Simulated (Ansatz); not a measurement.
# Titanium, A15 under LDA: relaxation and energy

Aim: take titanium in the A15 structure, relax it, then solve it on a dense k-mesh. Spin polarisation is left out. The k-meshes are 5×5×5 for the relaxation; 7×7×7 for the dense run.

Computed with Ansatz 0.2.0 (DFT LDA (PW92), plane waves (420 eV) with PAW, scalar-relativistic; PBE-made PAW files, unless a step says otherwise).

## (1) The system as given

It takes space group Pm-3n (No. 223, cubic). Conventional cell: a = 5.208 Å, b = 5.208 Å, c = 5.208 Å, α = 90.00°, β = 90.00°, γ = 90.00°. Ti (site symmetry m-3) has 12 Ti at 2.91 Å as nearest neighbours. Around Ti (site symmetry -4m2) lie 6 Ti at 2.60 to 2.91 Å.

As a file:

```cif
data_structure
_symmetry_space_group_name_H-M 'Pm-3n'
_symmetry_Int_Tables_number 223
_cell_length_a 5.2081
_cell_length_b 5.2081
_cell_length_c 5.2081
_cell_angle_alpha 90.000
_cell_angle_beta 90.000
_cell_angle_gamma 90.000
_cell_volume 141.27
loop_
_atom_site_label
_atom_site_type_symbol
_atom_site_symmetry_multiplicity
_atom_site_Wyckoff_symbol
_atom_site_fract_x
_atom_site_fract_y
_atom_site_fract_z
_atom_site_occupancy
Ti1 Ti 2 a 0.00000 0.00000 0.00000 1
Ti2 Ti 6 c 0.25000 0.00000 0.50000 1
```

## (2) Relaxing cell and atoms

Contents of input.yaml:

```yaml
crystal:
  lattice:
    - [5.2080934678, 0.0, 0.0]
    - [0.0, 5.2080934678, 0.0]
    - [0.0, 0.0, 5.2080934678]
  atoms:
    - { symbol: Ti, position: [0.0, 0.0, 0.0] }
    - { symbol: Ti, position: [0.5, 0.5, 0.5] }
    - { symbol: Ti, position: [0.25, 0.0, 0.5] }
    - { symbol: Ti, position: [0.75, 0.0, 0.5] }
    - { symbol: Ti, position: [0.5, 0.25, 0.0] }
    - { symbol: Ti, position: [0.5, 0.75, 0.0] }
    - { symbol: Ti, position: [0.0, 0.5, 0.25] }
    - { symbol: Ti, position: [0.0, 0.5, 0.75] }
hamiltonian:
  xc: lda
  pseudopotentials:
    kind: paw
    azcp:
      Ti: "pseudopotentials/Ti.paw.azcp"
basis:
  ecutwfc: 420
  fft_grid_basis: typed
kpoints:
  mp_grid: { grid: [5, 5, 5], shift: [0, 0, 0] }
magnetization:
  spin_polarized: false
scf:
  occupations: { method: fermi_dirac, width: 0.1 }
relax:
  max_steps: 60
  f_tol: 0.01
  cell: {}
```

The runs that follow: Dense single point.

Q: Predict the outcome of this session. Wanted: space group; conventional cell; volume; shortest distance; gap on the mesh; relative to hcp.

**Answer**, as computed:

```
                      quantity                         value
space group (spins left aside)               Pm-3n (No. 223)
             conventional cell                   a = 5.044 Å
                        volume                16.037 Å³/atom
             shortest distance                       2.522 Å
               gap on the mesh  none (levels filled in part)
               relative to hcp                 +167 meV/atom
```

In words: From the guessed start the volume shrank by 9.2 % in 5 steps. Against the reference form of titanium (hcp, computed apart with the same settings) it stands 167 meV/atom higher, so it is far from stable. Levels at the Fermi energy are filled in part, as in a metal. Relaxation kept the symmetry; phonons were not checked.
